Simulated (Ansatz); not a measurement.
## HfIn4SiO6: band structure with PBE

Crystal: HfIn4SiO6.

```
Hf In Si O
1.0
     5.69867    0.00381    0.01559
    -0.70506    6.10815   -0.00575
    -2.73718   -1.39557    6.63076
Hf In Si O
1 4 1 6
Direct
  0.11793 0.01556 0.13292
  0.38842 0.99901 0.72891
  0.75865 0.00842 0.49586
  0.23461 0.48841 0.53300
  0.59649 0.48211 0.20528
  0.86778 0.44029 0.85544
  0.55316 0.38738 0.79290
  0.93454 0.38483 0.65596
  0.98414 0.26218 0.00347
  0.99083 0.69806 0.98452
  0.08665 0.06493 0.39374
  0.48680 0.10883 0.21799
```

The cell was built by a generator and needn't be a form met in nature.

```
Program                             : Ansatz 0.2.0
Task                                : band structure
Functional                          : PBE
Potentials or basis                 : Ansatz PAW
Cutoff                              : 420 eV (not typed: the program's choice for these potentials)
k mesh                              : 5 × 5 × 4
Occupations                         : fermi-dirac, width 0.05 eV
Spin                                : no spin polarisation
Path                                : [["X", "G", "Y"], ["L", "G", "Z"], ["N", "G", "M"], ["R", "G"]]
Points for each segment of the path : 10
```

```json
{
  "Pressure": "0.0 GPa",
  "Largest force": "0.006 eV/Å",
  "Band gap on the k mesh": "0.89 eV, indirect (least direct gap 1.17 eV)",
  "Band gap along the path": "1.16 eV, direct"
}
```

Forces on the atoms (eV/Å):
```
Hf  -0.003  0.000  0.000
In   0.002  0.001  0.001
In  -0.001 -0.004  0.003
In   0.001  0.001  0.000
In   0.001  0.003  0.000
Si  -0.002 -0.003 -0.004
O    0.003  0.001  0.003
O   -0.002  0.000  0.005
O    0.000  0.000  0.001
O    0.000 -0.002 -0.001
O    0.001  0.001 -0.003
O    0.000  0.002 -0.004
```

Levels at the corners of the path, in eV from the valence-band top:
```tsv
point	band 56	band 57	band 58	band 59	band 60	band 61	band 62	band 63
X	-2.61	-2.49	-1.23	-0.71	1.59	2.43	2.68	2.83
Γ	-2.63	-1.89	-0.57	0.00	1.16	2.16	2.23	3.17
Y	-2.38	-2.29	-1.04	-0.03	1.41	1.84	2.18	2.40
L	-2.28	-2.03	-1.21	-0.85	1.65	2.03	2.14	2.41
Γ	-2.63	-1.89	-0.57	0.00	1.16	2.16	2.23	3.17
Z	-2.40	-1.79	-1.24	-0.70	1.28	1.82	2.10	2.38
N	-2.31	-1.93	-1.23	-0.90	1.71	2.00	2.12	2.36
Γ	-2.63	-1.89	-0.57	0.00	1.16	2.16	2.23	3.17
M	-2.64	-2.46	-0.64	-0.14	1.41	1.86	2.45	2.73
R	-2.68	-2.39	-1.16	-0.97	1.92	2.16	2.40	2.70
Γ	-2.63	-1.89	-0.57	0.00	1.16	2.16	2.23	3.17
```

Run time: 54 s on 8 threads of Arm Neoverse V1, on a shared host, peak memory 2 GiB.

Caveat: the pressure holds a Pulay correction of +0.3 GPa for the finite cutoff; spin-orbit coupling is left out, which moves the levels of the heavy elements. A hybrid or GW would open this gap; PBE tends to underestimate it.
